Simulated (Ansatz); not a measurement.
**Mg3Te in Ansatz: the effect of functional**

Crystal: Mg3Te.

```
Te Mg
1.0
    -2.09569    2.09569    5.17465
     2.09569   -2.09569    5.17465
     2.09569    2.09569   -5.17465
Te Mg
1 3
Cartesian
  0.0000 0.0000 0.0000
  2.0957 0.0000 2.5873
  0.0000 2.0957 2.5873
  0.0000 0.0000 5.1747
```

The cell comes from a database or a generator and needn't be the stable form of this composition.

The cell isn't the ideal one: volume scaled by 0.94.

Alike in all runs:

| Item | Value |
| --- | --- |
| Program | Ansatz 0.2.0 |
| Task | single point |
| Potentials or basis | Ansatz PAW |
| k mesh | 9 × 9 × 9 |
| Occupations | fermi-dirac, width 0.05 eV |
| Spin | no spin polarisation |

| functional | cutoff | pressure (GPa) |
| --- | --- | --- |
| LDA | 420 eV (not typed: the program's choice for these potentials) | 0.0 |
| r2SCAN | 500 eV (not typed: the program's choice for these potentials) | ? |
| PBE | 420 eV (not typed: the program's choice for these potentials) | 2.8 |

Q: What does the run with functional r2SCAN give?

A: Pressure 1.9 GPa.

Caveats: the PAW data sets come from PBE, with cores solved anew for the run's functional, which leaves a small shift of forces and pressure (some runs).
